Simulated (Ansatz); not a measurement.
# AlCl₃F₃P: small, medium and large basis sets

One table from this session's results is given with a row withheld; the runs are named, their logs left out.

Computed with Ansatz 0.2.0, Gaussian basis. Level: one geometry, several basis sets.

The runs, in order: PBE0-D4/def2-SVP; ωB97M-V/def2-SVP; PBE0-D4/def2-QZVPP; ωB97M-V/def2-QZVPP; the functionals' def2-TZVPP values are taken from earlier runs.

### The relaxed structure

An earlier PBE0-D4 in a triple-zeta def2 set relaxation fixed the geometry.

SMILES `F[P+](F)(F)[Al-]([Cl])([Cl])[Cl]`, 8 atoms, charge 0, spin multiplicity 1.

Atoms are counted from 1 here; the program's logs count them from 0.

Bond lengths: F1–P2 1.542 Å, P2–F3 1.542 Å, P2–F4 1.542 Å, P2–Al5 2.518 Å, Al5–Cl6 2.095 Å, Al5–Cl7 2.095 Å, Al5–Cl8 2.095 Å. Angles: F1–P2–F3 100.7°, F1–P2–F4 100.7°, F1–P2–Al5 117.2°, F3–P2–F4 100.7°, F3–P2–Al5 117.3°, F4–P2–Al5 117.2°, P2–Al5–Cl6 97.0°, P2–Al5–Cl7 97.0°, P2–Al5–Cl8 97.0°, Cl6–Al5–Cl7 118.5°, Cl6–Al5–Cl8 118.5°, Cl7–Al5–Cl8 118.5°.

The first run:

The input, in.yaml:

```yaml
crystal:
  periodic: [false, false, false]
  atoms:
    - {symbol: F, position_ang: [1.038974, -1.138668, 1.650254]}
    - {symbol: P, position_ang: [0.838402, -0.668428, 0.195844]}
    - {symbol: F, position_ang: [0.852945, -2.019248, -0.547019]}
    - {symbol: F, position_ang: [2.250547, -0.144965, -0.133653]}
    - {symbol: Al, position_ang: [-1.098115, 0.875584, -0.257144]}
    - {symbol: Cl, position_ang: [-0.491143, 2.424660, 1.015404]}
    - {symbol: Cl, position_ang: [-0.779640, 1.089118, -2.316293]}
    - {symbol: Cl, position_ang: [-2.611960, -0.418052, 0.392597]}
basis:
  gaussian: {orbitals: def2-SVP}
hamiltonian: {xc: pbe0, dispersion: d4}
output: {orbitals: {seedname: orbitals}}
```

The run is started by

```
$ ansatz run in.yaml --threads 4 --pin off --events-out ev --progress --plain --max-ram 11315MiB
```

Steps of the session up to this table: PBE0-D4 in def2-SVP; ωB97M-V in def2-SVP; PBE0-D4 in def2-QZVPP; ωB97M-V in def2-QZVPP.

One table of the session follows, with a row left open; its other results are not shown here.

It belongs to the step «Functionals by basis». 

```
functional       basis  HOMO (eV)
   PBE0-D4    def2-SVP          ?
   PBE0-D4  def2-TZVPP      -9.07
   PBE0-D4  def2-QZVPP      -9.11
   ωB97M-V    def2-SVP     -11.12
   ωB97M-V  def2-TZVPP     -11.32
   ωB97M-V  def2-QZVPP     -11.38
```

Q: Estimate the row for PBE0-D4, def2-SVP from the others.

As computed: HOMO (eV): -8.94. In the column «HOMO (eV)» it is the highest.
